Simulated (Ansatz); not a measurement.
**BHSeCl radical (SMILES ClB[Se]): one structure at several levels**

The atoms stand at a structure displaced at random from a GFN2-xTB minimum. How far do the functionals agree with CCSD(T) there?

The runs use Ansatz 0.2.0, Gaussian basis; single points in def2-TZVPP.

Cores are frozen in the correlated methods. Filled d shells of the heavier atoms are correlated. Orbitals are unrestricted. B3LYP uses VWN-RPA correlation.

## (1) The system as given

SMILES `ClB[Se]`, 4 atoms, charge 0, spin multiplicity 2.

Atoms are counted from 1 here; the program's logs count them from 0.

Bond lengths: Cl1–B2 1.798 Å, B2–Se3 1.938 Å, B2–H4 1.246 Å. Angles: Cl1–B2–Se3 120.7°, Cl1–B2–H4 119.0°, Se3–B2–H4 120.3°.

As a file:

```xyz
4
BClHSe
Cl   -1.6530   -0.5628    0.2234
B    -0.0200    0.1170   -0.0990
Se    1.5524   -0.6422    0.7429
H     0.0874    1.0925   -0.8668
```

## (2) CCSD(T)/def2-TZVPP

run/in.yaml reads:

```yaml
crystal:
  periodic: [false, false, false]
  atoms:
    - {symbol: Cl, position_ang: [-1.653000, -0.562800, 0.223400]}
    - {symbol: B, position_ang: [-0.020000, 0.117000, -0.099000]}
    - {symbol: Se, position_ang: [1.552400, -0.642200, 0.742900]}
    - {symbol: H, position_ang: [0.087400, 1.092500, -0.866800]}
basis:
  gaussian: {orbitals: def2-TZVPP}
magnetization: {spin_polarized: true, initial_magnetization: 1}
correlation: {method: ccsd_t}
scf: {omitted_lower_state_checks: [cluster_reference]}
output: {forces: true}
```

No record of the launch command was kept for these runs.

## (3) PBE0-D4/def2-TZVPP

run/in.yaml: that of step 2 with these lines changed.

```diff
@@ -10,4 +10,3 @@
 magnetization: {spin_polarized: true, initial_magnetization: 1}
-correlation: {method: ccsd_t}
-scf: {omitted_lower_state_checks: [cluster_reference]}
-output: {forces: true}
+hamiltonian: {xc: pbe0, dispersion: d4}
+output: {forces: true, orbitals: {seedname: orbitals}}
```

## (4) wB97M-V/def2-TZVPP

run/in.yaml: that of step 3 with these lines changed.

```diff
@@ -10,3 +10,3 @@
 magnetization: {spin_polarized: true, initial_magnetization: 1}
-hamiltonian: {xc: pbe0, dispersion: d4}
-output: {forces: true, orbitals: {seedname: orbitals}}
+hamiltonian: {xc: {name: wB97M-V}}
+output: {forces: true}
```

## (5) r2SCAN-D4/def2-TZVPP

run/in.yaml: that of step 4 with these lines changed.

```diff
@@ -10,3 +10,3 @@
 magnetization: {spin_polarized: true, initial_magnetization: 1}
-hamiltonian: {xc: {name: wB97M-V}}
+hamiltonian: {xc: r2scan, dispersion: d4}
 output: {forces: true}
```

## (6) PBE-D4/def2-TZVPP

run/in.yaml: that of step 5 with these lines changed.

```diff
@@ -10,3 +10,3 @@
 magnetization: {spin_polarized: true, initial_magnetization: 1}
-hamiltonian: {xc: r2scan, dispersion: d4}
+hamiltonian: {xc: pbe, dispersion: d4}
 output: {forces: true}
```

## (7) r2SCANh-D4/def2-TZVPP

run/in.yaml: that of step 6 with these lines changed.

```diff
@@ -10,3 +10,3 @@
 magnetization: {spin_polarized: true, initial_magnetization: 1}
-hamiltonian: {xc: pbe, dispersion: d4}
+hamiltonian: {xc: {name: r2SCANh}, dispersion: d4}
 output: {forces: true}
```

## (8) B3LYP-D4/def2-TZVPP

run/in.yaml: that of step 7 with these lines changed.

```diff
@@ -10,3 +10,3 @@
 magnetization: {spin_polarized: true, initial_magnetization: 1}
-hamiltonian: {xc: {name: r2SCANh}, dispersion: d4}
+hamiltonian: {xc: {name: B3LYP}, dispersion: d4}
 output: {forces: true}
```

(Steps that only read results are left out.)

Q: Predict the outcome of this session. Wanted: energy less free atoms, CCSD(T)/def2-TZVPP; RMS force component; RMS force error; HOMO and LUMO, PBE0-D4; T1 diagnostic.

As calculated:

| quantity | value |
| --- | --- |
| energy less free atoms, CCSD(T)/def2-TZVPP | -11.912 eV |
| RMS force component | 0.441 to 0.574 eV/Å over the methods |
| RMS force error | PBE0-D4 0.102, wB97M-V 0.066, r2SCAN-D4 0.078, PBE-D4 0.127, r2SCANh-D4 0.083, B3LYP-D4 0.031 eV/Å |
| HOMO and LUMO, PBE0-D4 | -7.73 and -4.66 eV |
| T1 diagnostic | 0.013 |

Against CCSD(T) the functionals' energies less atoms differ by -0.912 to -0.408 eV, PBE-D4 by -0.912 eV. A larger basis would deepen the CCSD(T) value, while the functionals are nearly converged already, so the order here is not reliable. The forces of B3LYP-D4 come nearest to CCSD(T), those of PBE-D4 are farthest. Frozen-core CCSD(T) forces in triple zeta carry basis errors of their own, and this is one geometry, so small gaps rank nothing.
